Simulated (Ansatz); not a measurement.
# WC+ (quartet): wave-function methods side by side, def2-TZVPP

The task here is to estimate one member of a computed series from the others.

Program: Ansatz 0.2.0, Gaussian basis. Level of theory: def2-TZVPP, core rule «outside noble gas», up to 5 orbitals frozen. These are calculated values, not measurements.

The runs, in order: UHF; CCSD(T) on ROHF; CCSD(T) on UHF; CCSDT(Q) on ROHF; CCSDT(Q) on UHF.

10 further runs of the same task are left out: 6 for a known fault of the program, 4 set aside as unsound or not needed.

## What is computed

The geometry is a PBE0/def2-TZVP stationary point (not a proven minimum) of the parent state, kept for this charge and spin. No spin-orbit coupling is included. Elements past krypton take def2 core potentials.

2 atoms, charge 1, spin multiplicity 4.

Atoms are counted from 1 here; the program's logs count them from 0.

Bond lengths: W1–C2 1.699 Å.

Set-up of the first run:

in.yaml reads:

```yaml
crystal:
  periodic: [false, false, false]
  atoms:
    - {symbol: W, position_ang: [0.000000, 0.000000, 0.000000]}
    - {symbol: C, position_ang: [0.000000, 0.000000, 1.698800]}
basis:
  gaussian: {orbitals: def2-TZVPP}
total_charge: 1
magnetization: {spin_polarized: true, initial_magnetization: 3}
hamiltonian: {xc: hf}
output: {orbitals: {seedname: orbitals}}
```

Started as:

```
$ ansatz run in.yaml --threads 1 --pin off --events-out ev --progress --plain --max-ram 4096MiB --backend cpu
```

Among the steps run: UHF; CCSD(T) on ROHF; CCSD(T) on UHF; CCSDT(Q) on ROHF; CCSDT(Q) on UHF.

One table of the session follows, with a row left open; its other results are not shown here.

```
   method  from RCCSDT(Q) (meV)
     ROHF               +8196.8
     RMP2                +289.6
     UMP2                +795.6
    RCCSD                +614.5
    UCCSD                +534.1
 RCCSD(T)                 +65.9
 UCCSD(T)                 +10.8
   RCCSDT                 +72.4
   UCCSDT                     ?
RCCSDT(Q)                     0
UCCSDT(Q)                 -77.0
```

Q: Estimate the row for UCCSDT from the others.

**Answer.** from RCCSDT(Q) (meV): -2.3. In the column «from RCCSDT(Q) (meV)» it lies between UCCSDT(Q) (-77.0) and RCCSDT(Q) (0).

Left out of the table: UHF (another determinant or state than the rows shown).

Caveats from the session: The determinant is far from a pure spin state, so its energy mixes those of several spin states (harmless only where they are near-degenerate, as at dissociation). Warnings: spin contamination; coupled cluster took another determinant than the lowest. Restricted and unrestricted rows rest on different reference determinants; where their highest levels disagree by more than a few hundredths of an eV, they describe different states and don't form one ladder.
